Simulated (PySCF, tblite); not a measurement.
**C3H6F3N+ (doublet): geometry, infrared bands and EPR parameters**

What infrared bands and EPR parameters should C3H6F3N+ (doublet) (`C[C@@H]([NH2+])C(F)(F)F`) show?

Programs: tblite 0.8.0 and PySCF 2.14.0, with density-fitted response routines of our own. Each step states its level of theory. These are calculated values for one molecule in the gas phase, unless marked as measured. Atoms count from 0, in the outputs and in this text.

**1. Starting geometry**

13 atoms, charge 1, multiplicity 2; geometry from: force field or distance geometry start.

Bonds of the start (Å): C0–C1 1.54, C1–N2 1.49, C1–C3 1.55, C3–F4 1.34, C3–F5 1.36, C3–F6 1.36, C0–H7 1.10, C0–H8 1.09, C0–H9 1.10, C1–H10 1.09, N2–H11 1.02, N2–H12 1.03.

**2. Geometry optimisation with GFN2-xTB**

The job: settings as JSON, then the geometry in Å.

```
{"job": {"kind": "relax", "xc": "GFN2-xTB", "basis": "xTB"}, "charge": 1, "multiplicity": 2}
C      1.432100    -0.002900     0.123000
C      0.009000    -0.090800    -0.467500
N     -0.418200    -1.518300    -0.366400
C     -0.917200     0.949300     0.211000
F     -0.473000     2.201900     0.047000
F     -2.170300     0.867400    -0.301400
F     -1.014800     0.720700     1.545900
H      1.829000     1.018100     0.013800
H      2.113500    -0.686300    -0.389800
H      1.431300    -0.250100     1.195300
H      0.063300     0.152800    -1.525400
H     -0.501600    -1.781700     0.617500
H     -1.387400    -1.579700    -0.720500
```

Run with:

```console
OMP_NUM_THREADS=1 python probes_run.py task.json out
```

The driver reads the jobs from task.json and runs them one after another.

The log of the run:

```text
step      E/eV     max force
  0    -708.88178    3.990
  1    -709.30454    2.367
  2    -709.46878    1.232
  3    -709.52500    0.590
  4    -709.56919    0.717
  5    -709.58688    0.586
  6    -709.59743    0.232
  7    -709.60127    0.194
  8    -709.60464    0.171
  9    -709.60860    0.217
 10    -709.61278    0.165
 11    -709.61725    0.201
 12    -709.62190    0.202
 13    -709.62601    0.152
 14    -709.62888    0.150
 15    -709.63102    0.130
 16    -709.63295    0.118
 17    -709.63484    0.105
 18    -709.63633    0.127
 19    -709.63724    0.073
 20    -709.63774    0.061
 21    -709.63808    0.047
 22    -709.63831    0.039
 23    -709.63850    0.039
 24    -709.63871    0.040
 25    -709.63894    0.043
 26    -709.63917    0.035
 27    -709.63940    0.039
 28    -709.63967    0.044
 29    -709.63996    0.052
 30    -709.64021    0.041
 31    -709.64039    0.032
 32    -709.64054    0.030
 33    -709.64069    0.034
 34    -709.64082    0.032
 35    -709.64092    0.024
 36    -709.64102    0.029
 37    -709.64112    0.033
 38    -709.64123    0.030
 39    -709.64131    0.023
 40    -709.64137    0.020
 41    -709.64145    0.029
 42    -709.64156    0.038
 43    -709.64168    0.031
 44    -709.64175    0.021
 45    -709.64177    0.012
 46    -709.64179    0.011
 47    -709.64180    0.009
```

Run time: 0.35 s. Hardware: 1 thread of AMD EPYC, shared host.

Along the way: (not every step is listed)

```
step  energy from step 0 (eV)  largest force (eV/Å)
   0                   0.0000                3.9898
   1                  -0.4228                2.3670
   2                  -0.5870                1.2317
   3                  -0.6432                0.5897
   4                  -0.6874                0.7165
   5                  -0.7051                0.5858
   6                  -0.7156                0.2322
   7                  -0.7195                0.1942
   8                  -0.7229                0.1711
  11                  -0.7355                0.2007
  14                  -0.7471                0.1496
  17                  -0.7531                0.1046
  20                  -0.7560                0.0611
  23                  -0.7567                0.0387
  26                  -0.7574                0.0348
  29                  -0.7582                0.0524
  32                  -0.7588                0.0304
  35                  -0.7591                0.0241
  38                  -0.7594                0.0304
  41                  -0.7597                0.0291
  42                  -0.7598                0.0385
  43                  -0.7599                0.0310
  44                  -0.7600                0.0207
  45                  -0.7600                0.0116
  46                  -0.7600                0.0106
  47                  -0.7600                0.0092
```

Distances of close pairs at the start and the end, largest changes first:

```csv
bond,before (Å),after (Å),change (Å)
C1–N2,1.493,1.378,-0.116
C1–C3,1.549,1.647,+0.098
C3–F6,1.358,1.315,-0.043
C3–F5,1.356,1.315,-0.041
C0–C1,1.543,1.505,-0.038
C3–F4,1.339,1.309,-0.030
C1–H10,1.087,1.108,+0.021
N2–H12,1.034,1.013,-0.020
```

The final coordinates are the input of the step that follows.

**3. Vibrational analysis with GFN2-xTB**

The job: settings as JSON, then the geometry in Å.

```
{"job": {"kind": "ir", "xc": "GFN2-xTB", "basis": "xTB"}, "charge": 1, "multiplicity": 2}
C      1.401742     0.001127     0.161896
C      0.026567    -0.150363    -0.431199
N     -0.571451    -1.378740    -0.252436
C     -0.935877     1.018322     0.218124
F     -0.417505     2.193168    -0.036044
F     -2.134538     0.921030    -0.314778
F     -1.007199     0.820101     1.515660
H      1.771815     1.018121     0.049359
H      2.089902    -0.672458    -0.356289
H      1.436363    -0.269268     1.218816
H     -0.015549     0.155133    -1.495121
H     -0.230914    -2.022684     0.452476
H     -1.417744    -1.633001    -0.748192
```

The log of the run:

```text
mode    cm-1     km/mol
  1      73.6      1.08
  2     155.9      0.60
  3     191.3      2.77
  4     219.7     11.70
  5     289.9     10.38
  6     319.8      3.06
  7     360.3     10.46
  8     438.9      4.48
  9     486.6      4.48
 10     499.3      9.97
 11     523.4    228.85
 12     578.5     55.61
 13     679.8     83.64
 14     918.0     11.87
 15     951.6     24.35
 16     976.5    304.12
 17    1004.9     35.15
 18    1098.6     50.22
 19    1124.6     63.15
 20    1171.4    200.38
 21    1182.3    180.92
 22    1216.7    125.21
 23    1303.7      0.33
 24    1366.3    134.43
 25    1378.8     53.38
 26    1409.5     99.66
 27    1431.5      8.01
 28    2790.4     31.13
 29    2972.4     47.43
 30    3009.2     34.44
 31    3058.3     11.70
 32    3365.0    208.19
 33    3418.0    105.89
```

It took 0.55 s on 1 thread of AMD EPYC, shared host.

Which atoms move in the most intense modes:

```
cm⁻¹  km/mol                        atoms
 523   228.8  H12 38 %, H11 26 %, N2 14 %
 976   304.1   C3 25 %, H10 22 %, F6 20 %
1171   200.4             C3 56 %, F4 13 %
1182   180.9   C3 45 %, H10 22 %, C1 11 %
1217   125.2   H10 46 %, C3 22 %, N2 11 %
1366   134.4             H9 42 %, H8 38 %
3365   208.2           H11 52 %, H12 45 %
3418   105.9           H12 49 %, H11 42 %
```

**4. g tensor and hyperfine couplings: B3LYP/pcH-1**

Same as in step 3 but for these lines:

```diff
@@ -1,2 +1,2 @@
-{"job": {"kind": "ir", "xc": "GFN2-xTB", "basis": "xTB"}, "charge": 1, "multiplicity": 2}
+{"job": {"kind": "epr", "basis": "pcH-1"}, "charge": 1, "multiplicity": 2}
 C      1.401742     0.001127     0.161896
```

Method: UKS B3LYP, pcH-1 on C F H N, non-relativistic, mean-field spin-orbit, GIAO.

The log of the run:

```text
UKS, coarse grid
  cycle   1  E = -471.74212138  |g| = 6.95e-01
  cycle   2  E = -471.49795874  |g| = 1.16e+00
  cycle   3  E = -471.90948674  |g| = 6.43e-02
  cycle   4  E = -471.91037143  |g| = 4.35e-02
  cycle   5  E = -471.91110213  |g| = 1.24e-02
  cycle   6  E = -471.91115788  |g| = 4.27e-03
  cycle   7  E = -471.91117107  |g| = 2.38e-03
  cycle   8  E = -471.91117418  |g| = 9.90e-04
UKS, final grid
  cycle   1  E = -471.91118900  |g| = 1.63e-03
  cycle   2  E = -471.91118732  |g| = 2.71e-03
  cycle   3  E = -471.91118990  |g| = 1.84e-04
  cycle   4  E = -471.91118992  |g| = 4.72e-05
  cycle   5  E = -471.91118992  |g| = 4.31e-05
  cycle   6  E = -471.91118992  |g| = 5.25e-06
E = -471.91118992 Eh   <S^2> = 0.7550 (exact 0.7500)
g shifts (ppm)      1          2          3
  rmc          -247       -247       -247
  gc             16         65         52
  oz_so         236       3080       4638
  total           5       2898       4443
hyperfine (MHz)  atom isotope    a_iso     a_fc   dipolar eigenvalues
    0   13C       0.45       0.45     -2.38     -2.06      4.44
    1   13C     -41.20     -41.20    -11.20     -4.70     15.90
    2   14N      31.70      31.70    -35.17    -35.00     70.16
    3   13C     169.99     169.99    -19.57    -18.73     38.30
    4   19F      39.96      39.96    -86.46    -83.40    169.87
    5   19F      10.85      10.85    -51.00    -46.45     97.46
    6   19F      19.74      19.74    -67.45    -63.34    130.79
    7    1H      -2.08      -2.08     -3.11     -1.12      4.24
    8    1H      16.95      16.95     -3.50     -1.29      4.80
    9    1H       5.16       5.16     -3.19     -2.67      5.86
   10    1H     162.55     162.55     -7.27     -4.90     12.18
   11    1H     -54.56     -54.56    -40.52     -9.08     49.60
   12    1H     -53.24     -53.24    -39.62     -9.44     49.05
```

It took 64 s on 1 thread of AMD EPYC, shared host; peak memory 0.87 GiB.

Principal g values 2.00232, 2.00522, 2.00676; g(iso) = 2.00477, against 2.00232 for a free electron.

Hyperfine couplings; where a row names several nuclei, a(iso) is their mean (it holds for fast rotation or exchange) and the dipolar term the largest among them:

| nuclei | isotope | a(iso) (MHz) | a(iso) (G, at g = 2.0023) | largest dipolar term (MHz) |
| --- | --- | --- | --- | --- |
| C3 | 13C | 170.0 | 60.7 | 38.3 |
| H10 | 1H | 162.6 | 58.0 | 12.2 |
| H11, H12 | 1H | -53.9 | -19.2 | 49.6 |
| C1 | 13C | -41.2 | -14.7 | 15.9 |
| N2 | 14N | 31.7 | 11.3 | 70.2 |
| F4, F5, F6 | 19F | 23.5 | 8.4 | 169.9 |
| H7, H8, H9 | 1H | 6.7 | 2.4 | 5.9 |
| C0 | 13C | 0.4 | 0.2 | 4.4 |

Mulliken spin populations:

C0 0.01; C1 -0.02; N2 0.75; C3 0.15; F4 0.04; F5 0.02; F6 0.03; H7 0.00; H8 0.01; H9 0.00; H10 0.07; H11 -0.03; H12 -0.02

In first order the couplings over 0.8 MHz of 1H, 14N, 19F give 288 distinct lines over 151.4 G, if the averaged nuclei exchange fast.

Orbitals, density, ELF and potential are computed afterwards from the orbital file.

ELF in a plane through or near 8 of the atoms.

Ten even steps from '0' (0.00) to '9' (1.00):
```
0000000000000000000000000000
0000000000000000000000000000
0000000000000000000000000000
0000000001111000000000000000
0000000035665300033100000000
0000000158648710799940000000
0000000026638601999961000000
0000135423563103999830000000
0000368876127535535643100000
0000367657589769414898520000
0000148884136236769999830000
0000015641016865227999720000
0000001100256686101366200000
0000000016998477410000000000
0000000059999766310000000000
0000000027986311100000000000
0000000000231000000000000000
0000000000000000000000000000
0000000000000000000000000000
0000000000000000000000000000
```
The map spans 9.8 Å across and 9.3 Å up, centred on the molecule. Atoms in the plane (x, y in Å): C0 (1.4, 0.4), C1 (0.0, -0.2), N2 (-0.2, -1.5), F4 (-1.0, 2.0), F5 (-2.3, 0.2), H7 (1.4, 1.4), H8 (2.2, -0.1), H12 (-0.9, -2.1).

On the surface of density 0.002 e/bohr³ the electrostatic potential runs, from the 1st to the 99th percentile, from 3.31 V near F4 to 7.58 V near H11.

The spin density lies nearest to N2 52 %; C3 13 %; C1 7 %; H10, H11, H12 about 6 % each.

**5. Results**

| quantity | value |
| --- | --- |
| strongest single infrared mode (GFN2-xTB) | 976 cm⁻¹, 304 km/mol |
| zero-point energy (GFN2-xTB) | 57.1 kcal/mol |
| g(iso) (B3LYP) | 2.00477 |
| ⟨S²⟩ | 0.755 (exact 0.75) |
| largest a(iso) (averaged by class) | 13C on C3, 170.0 MHz |

**Reading.** The optimisation took 47 steps and gained 0.760 eV; among the close pairs (by a distance rule), C1–N2 changed most, from 1.493 to 1.378 Å. No mode is imaginary among the 33: a minimum at this level. The strongest single mode, at 976 cm⁻¹, has its largest shares on C3, H10 and F6 (the list is cut at 3 atoms). Unscaled tight-binding wavenumbers are off by several per cent, some by more. Its intensities can rank the bands wrongly. N2 carries the largest spin population, 0.75 e. The isotropic g lies 2.4 ppt above the free-electron value.
